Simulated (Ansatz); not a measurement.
# PtS2: the cost of one run

Program: Ansatz 0.2.0. Level of theory: DFT PBE+D3(BJ), scalar-relativistic, plane waves, PAW. These are calculated values, not measurements.

The COD entry's cell or inner coordinates are ideal or old and differ from later refinements, so a difference from it is no clean test against experiment.

6 further runs of the same task are left out: 6 set aside as unsound or not needed.

## (1) The starting structure

Symmetry: P-3m1, No. 164, trigonal system. The conventional cell has a = 3.542 Å, b = 3.542 Å, c = 22.467 Å, α = 90.00°, β = 90.00°, γ = 120.00°. S (site symmetry 3m) is surrounded by 3 Pt at 2.39 Å. Around Pt (site symmetry 3m) lie 6 S at 2.39 Å.

As a file:

```cif
data_structure
_symmetry_space_group_name_H-M 'P-3m1'
_symmetry_Int_Tables_number 164
_cell_length_a 3.5415
_cell_length_b 3.5415
_cell_length_c 22.4671
_cell_angle_alpha 90.000
_cell_angle_beta 90.000
_cell_angle_gamma 120.000
_cell_volume 244.04
loop_
_atom_site_label
_atom_site_type_symbol
_atom_site_symmetry_multiplicity
_atom_site_Wyckoff_symbol
_atom_site_fract_x
_atom_site_fract_y
_atom_site_fract_z
_atom_site_occupancy
S1 S 2 d 0.33333 0.66667 0.82403 1
Pt1 Pt 2 d 0.66667 0.33333 0.87930 1
S2 S 2 c 0.00000 0.00000 0.93457 1
```

This is the geometry of the first run shown, built on a cell relaxed beforehand with the same method.

## (2) The scan

Atoms count from 1 in the order of the input.

The upper layer of a bilayer is slid along a line and lifted, both layers rigid.

- slide of the upper layer along the first surface vector, from S4 above S3: 6 values from 0.00 to 2.95 Å, periodic
- distance between the facing planes of atoms: 6 values from 2.94 to 4.74 Å

Nothing else is relaxed. Energies count from the two layers apart. Points are written as (first, second).

## (3) Point (0.00 Å, 2.94 Å)

The cell repeats along c, and a dipole correction in the vacuum removes the field between the copies.

File input.yaml:

```yaml
crystal:
  lattice:
    - [3.5415278079, 0.0, 0.0]
    - [-1.7707639039, 3.0670530498, 0.0]
    - [0.0, 0.0, 22.4670615492]
  atoms:
    - { symbol: S, position: [0.6666666667, 0.3333333333, 0.2002932155] }
    - { symbol: Pt, position: [0.0, 0.0, 0.2555637004] }
    - { symbol: S, position: [0.3333333333, 0.6666666667, 0.3108341854] }
    - { symbol: S, position: [0.3333333333, 0.6666666667, 0.4416924195] }
    - { symbol: Pt, position: [-0.3333333333, 0.3333333333, 0.4969629044] }
    - { symbol: S, position: [0.0, 1.0, 0.5522333894] }
basis:
  ecutwfc: 420
kpoints:
  mp_grid: { grid: [9, 9, 1] }
hamiltonian:
  xc: pbe
  pseudopotentials: { kind: paw, azcp: { folder: soft_1 } }
  dispersion: d3bj
scf:
  occupations: { method: gaussian, width: 0.05 }
output:
  forces: true
  eigenvalues: true
efield:
  axis: 3
  dipole_correction: true
  ramp_width: 0.04
```

The run is started by

```console
ansatz run input.yaml --threads 1 --pin off --max-ram 3072MiB --backend cpu --events-out ev --progress --plain --runs-dir out
```

**Question.** How long does this run take on 1 thread of Arm Neoverse V2, shared host, and how much memory does it need?

About 12 s, with a peak of 0.4 GiB.
